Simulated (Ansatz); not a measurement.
# C2H6F2S2Si: basis-set convergence

How large a basis does C2H6F2S2Si need? Two functionals are run in growing sets.

Computed with Ansatz 0.2.0, Gaussian basis. Level: one geometry, several basis sets.

Levels to be run: PBE0-D4/def2-SVP; ωB97M-V/def2-SVP; PBE0-D4/def2-QZVPP; ωB97M-V/def2-QZVPP; the functionals' def2-TZVPP values are taken from earlier runs.

## (1) Structure used throughout

The geometry comes from an earlier relaxation with PBE0-D4 in a triple-zeta def2 set; it is a stationary point, not always the lowest conformer.

SMILES `CS[Si](F)(F)SC`, 13 atoms, charge 0, spin multiplicity 1.

Atoms are counted from 1 here; the program's logs count them from 0.

Bond lengths: C1–S2 1.821 Å, C1–H8 1.089 Å, C1–H9 1.089 Å, C1–H10 1.088 Å, S2–Si3 2.098 Å, Si3–F4 1.586 Å, Si3–F5 1.592 Å, Si3–S6 2.092 Å, S6–C7 1.821 Å, C7–H11 1.089 Å, C7–H12 1.088 Å, C7–H13 1.089 Å. Angles: S2–C1–H8 106.2°, S2–C1–H9 110.8°, S2–C1–H10 110.8°, H8–C1–H9 109.1°, H8–C1–H10 109.4°, H9–C1–H10 110.4°, C1–S2–Si3 100.7°, S2–Si3–F4 112.8°, S2–Si3–F5 108.2°, S2–Si3–S6 111.1°, F4–Si3–F5 105.2°, F4–Si3–S6 107.0°, F5–Si3–S6 112.6°, Si3–S6–C7 99.1°, S6–C7–H11 111.0°, S6–C7–H12 110.8°, S6–C7–H13 106.0°, H11–C7–H12 110.4° and more.

## (2) PBE0-D4 in def2-SVP

in.yaml reads:

```yaml
crystal:
  periodic: [false, false, false]
  atoms:
    - {symbol: C, position_ang: [-2.079982, 1.501772, -0.054775]}
    - {symbol: S, position_ang: [-0.528181, 1.167683, 0.837707]}
    - {symbol: Si, position_ang: [0.677990, 0.462341, -0.726631]}
    - {symbol: F, position_ang: [1.195219, 1.623716, -1.674421]}
    - {symbol: F, position_ang: [-0.212557, -0.471105, -1.659609]}
    - {symbol: S, position_ang: [2.370289, -0.520918, 0.013022]}
    - {symbol: C, position_ang: [1.551426, -1.917241, 0.847880]}
    - {symbol: H, position_ang: [-2.814290, 1.770815, 0.703332]}
    - {symbol: H, position_ang: [-1.958020, 2.334711, -0.744995]}
    - {symbol: H, position_ang: [-2.419115, 0.615513, -0.586998]}
    - {symbol: H, position_ang: [0.842069, -1.563540, 1.594012]}
    - {symbol: H, position_ang: [1.052115, -2.559821, 0.125028]}
    - {symbol: H, position_ang: [2.343437, -2.478827, 1.341347]}
basis:
  gaussian: {orbitals: def2-SVP}
hamiltonian: {xc: pbe0, dispersion: d4}
output: {orbitals: {seedname: orbitals}}
```

Launch:

```console
$ ansatz run in.yaml --threads 4 --pin off --events-out ev --progress --plain --max-ram 11315MiB
```

The runs that follow: ωB97M-V in def2-SVP; PBE0-D4 in def2-QZVPP; ωB97M-V in def2-QZVPP.

**Question.** What will the summary of the whole plan be? Wanted: PBE0-D4: double and triple zeta above quadruple; ωB97M-V: double and triple zeta above quadruple.

As calculated:

| quantity | value |
| --- | --- |
| PBE0-D4: double and triple zeta above quadruple | 21.36, 1.36 eV |
| ωB97M-V: double and triple zeta above quadruple | 21.49, 1.29 eV |

What this shows: For PBE0-D4 the step from double to triple zeta gains 20.00 eV and the next only 1.36 eV. Total energies overstate the basis error of differences, where much of it tends to cancel. The LUMO of ωB97M-V is positive and keeps falling with the basis (2.39 to 1.36 eV): an unbound level that the basis holds in place.
